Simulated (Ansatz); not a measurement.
# H6NPSSi: how energies converge with the basis set

One table from this session's results is given with a row withheld; the runs are named, their logs left out.

Method: one geometry, several basis sets; program: Ansatz 0.2.0, Gaussian basis.

Plan: PBE0-D4/def2-SVP; ωB97M-V/def2-SVP; PBE0-D4/def2-QZVPP; ωB97M-V/def2-QZVPP; the functionals' def2-TZVPP values are taken from earlier runs.

### Structure used throughout

The geometry comes from an earlier relaxation with PBE0-D4 in a triple-zeta def2 set; it is a stationary point, not always the lowest conformer.

SMILES `[SiH3]NPS`, 10 atoms, charge 0, spin multiplicity 1.

Atoms are counted from 1 here; the program's logs count them from 0.

Bond lengths: Si1–N2 1.738 Å, Si1–H5 1.486 Å, Si1–H6 1.486 Å, Si1–H7 1.484 Å, N2–P3 1.697 Å, N2–H8 1.010 Å, P3–S4 2.132 Å, P3–H9 1.418 Å, S4–H10 1.343 Å. Angles: N2–Si1–H5 113.7°, N2–Si1–H6 108.0°, N2–Si1–H7 106.9°, H5–Si1–H6 108.5°, H5–Si1–H7 108.9°, H6–Si1–H7 111.0°, Si1–N2–P3 127.5°, Si1–N2–H8 117.8°, P3–N2–H8 112.3°, N2–P3–S4 107.7°, N2–P3–H9 97.4°, S4–P3–H9 90.6°, P3–S4–H10 95.2°.

The first run:

File in.yaml:

```yaml
crystal:
  periodic: [false, false, false]
  atoms:
    - {symbol: Si, position_ang: [-1.008066, 1.086095, -0.115202]}
    - {symbol: N, position_ang: [-0.716949, -0.601777, 0.177990]}
    - {symbol: P, position_ang: [0.717300, -1.321115, 0.729161]}
    - {symbol: S, position_ang: [2.313359, -0.594541, -0.483094]}
    - {symbol: H, position_ang: [-0.483740, 1.563845, -1.421203]}
    - {symbol: H, position_ang: [-2.476956, 1.309824, -0.087876]}
    - {symbol: H, position_ang: [-0.336350, 1.835069, 0.975557]}
    - {symbol: H, position_ang: [-1.340036, -1.269486, -0.252316]}
    - {symbol: H, position_ang: [1.025081, -0.367151, 1.732606]}
    - {symbol: H, position_ang: [2.389758, -1.691962, -1.252721]}
basis:
  gaussian: {orbitals: def2-SVP}
hamiltonian: {xc: pbe0, dispersion: d4}
output: {orbitals: {seedname: orbitals}}
```

On the command line:

```bash
ansatz run in.yaml --threads 2 --pin off --events-out ev --progress --plain --max-ram 4352MiB
```

Among the steps run: PBE0-D4 in def2-SVP; ωB97M-V in def2-SVP; PBE0-D4 in def2-QZVPP; ωB97M-V in def2-QZVPP.

One table of the session follows, with a row left open; its other results are not shown here.

It belongs to the step «Functionals by basis». 

| functional | basis | HOMO (eV) | LUMO (eV) |
| --- | --- | --- | --- |
| PBE0-D4 | def2-SVP | -6.97 | 0.28 |
| PBE0-D4 | def2-TZVPP | -7.07 | -0.23 |
| PBE0-D4 | def2-QZVPP | -7.11 | -0.39 |
| ωB97M-V | def2-SVP | -9.05 | 2.21 |
| ωB97M-V | def2-TZVPP | -9.19 | 1.47 |
| ωB97M-V | def2-QZVPP | ? | ? |

Q: Estimate the row for ωB97M-V, def2-QZVPP from the others.

The run gave: HOMO (eV): -9.22; LUMO (eV): 1.09. In the column «HOMO (eV)» it is the lowest.
